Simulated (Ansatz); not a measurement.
# C2H3AlOS: a ladder of functionals and wavefunction methods

The task here is to estimate one member of a computed series from the others.

Method: functionals in def2-TZVPP, the program's frozen cores in correlated methods; program: Ansatz 0.2.0, Gaussian basis.

The runs, in order: LDA (SPW92), PBE-D4, revPBE-D4, BLYP-D4, r2SCAN-D4, B97M-V, PBE0-D4, B3LYP-D4, r2SCANh-D4, r2SCAN0-D4, HSE06-D4, BHLYP-D4, CAM-B3LYP-D4, LC-ωPBE, ωB97X-V, ωB97M-V, B2PLYP, PBE-QIDH; CCSD(T)/def2-SVP; CCSD(T)/def2-TZVPP; MP2/def2-QZVPP; extrapolation to the limit; RPA on PBE.

## Structure used throughout

An earlier PBE0-D4 in a triple-zeta def2 set relaxation fixed the geometry.

8 atoms, charge 0, spin multiplicity 1.

Atoms are counted from 1 here; the program's logs count them from 0.

Bond lengths: O1–Al2 1.692 Å, O1–H6 0.956 Å, Al2–C3 1.897 Å, Al2–H7 1.569 Å, C3–C4 1.220 Å, C4–S5 1.673 Å, S5–H8 1.347 Å. Angles: Al2–O1–H6 123.3°, O1–Al2–C3 119.7°, O1–Al2–H7 117.7°, C3–Al2–H7 122.6°, Al2–C3–C4 179.7°, C3–C4–S5 175.0°, C4–S5–H8 97.1°.

Set-up of the first run:

The input, in.yaml:

```yaml
crystal:
  periodic: [false, false, false]
  atoms:
    - {symbol: O, position_ang: [-0.204278, 2.567627, -0.587289]}
    - {symbol: Al, position_ang: [0.854638, 1.250648, -0.674114]}
    - {symbol: C, position_ang: [0.306781, -0.441689, -0.014807]}
    - {symbol: C, position_ang: [-0.038824, -1.532058, 0.408276]}
    - {symbol: S, position_ang: [-0.382175, -3.077551, 0.948686]}
    - {symbol: H, position_ang: [-1.083683, 2.509732, -0.217591]}
    - {symbol: H, position_ang: [2.269740, 1.492974, -1.308078]}
    - {symbol: H, position_ang: [-1.629999, -2.826883, 1.389318]}
basis:
  gaussian: {orbitals: def2-TZVPP}
hamiltonian: {xc: lda}
output: {orbitals: {seedname: orbitals}}
```

Launch:

```bash
> ansatz run in.yaml --threads 2 --pin off --events-out ev --progress --plain --max-ram 4352MiB
```

Among the steps run: LDA; PBE-D4 (GGA); revPBE-D4 (GGA); BLYP-D4 (GGA); r2SCAN-D4 (meta-GGA); B97M-V (meta-GGA); PBE0-D4 (hybrid); B3LYP-D4 (hybrid); r2SCANh-D4 (hybrid); r2SCAN0-D4 (hybrid); HSE06-D4 (hybrid); BHLYP-D4 (hybrid); CAM-B3LYP-D4 (range-separated); LC-ωPBE (range-separated); ωB97X-V (range-separated); ωB97M-V (range-separated); B2PLYP (double hybrid); PBE-QIDH (double hybrid).

One table of the session follows, with a row left open; its other results are not shown here.

It belongs to the step «Orbital energies across the functionals». 

| functional | HOMO (eV) | gap (eV) |
| --- | --- | --- |
| LDA (SPW92) | -6.15 | 4.07 |
| PBE-D4 | -5.98 | 4.14 |
| revPBE-D4 | -5.92 | 4.18 |
| BLYP-D4 | -5.80 | 4.09 |
| r2SCAN-D4 | -6.21 | 4.62 |
| B97M-V | -6.23 | 4.55 |
| PBE0-D4 | -7.08 | 5.98 |
| B3LYP-D4 | -6.85 | 5.56 |
| r2SCANh-D4 | -6.62 | 5.29 |
| r2SCAN0-D4 | ? | ? |
| HSE06-D4 | -6.69 | 5.23 |
| BHLYP-D4 | -8.03 | 7.73 |
| CAM-B3LYP-D4 | -8.31 | 8.16 |
| LC-ωPBE | -9.66 | 10.56 |
| ωB97X-V | -9.29 | 10.10 |
| ωB97M-V | -9.14 | 9.75 |

**Question.** Estimate the row for r2SCAN0-D4.

Worked estimate for «HOMO (eV)». Against the share of exact exchange, r2SCAN-D4 (0, -6.21), r2SCANh-D4 (0.1, -6.62) give a slope of -4.10 per unit share; at 0.25 the line stands at -7.23.

**Answer.** HOMO (eV): -7.23; gap (eV): 6.29. In «HOMO (eV)» the line misses by 0.00.
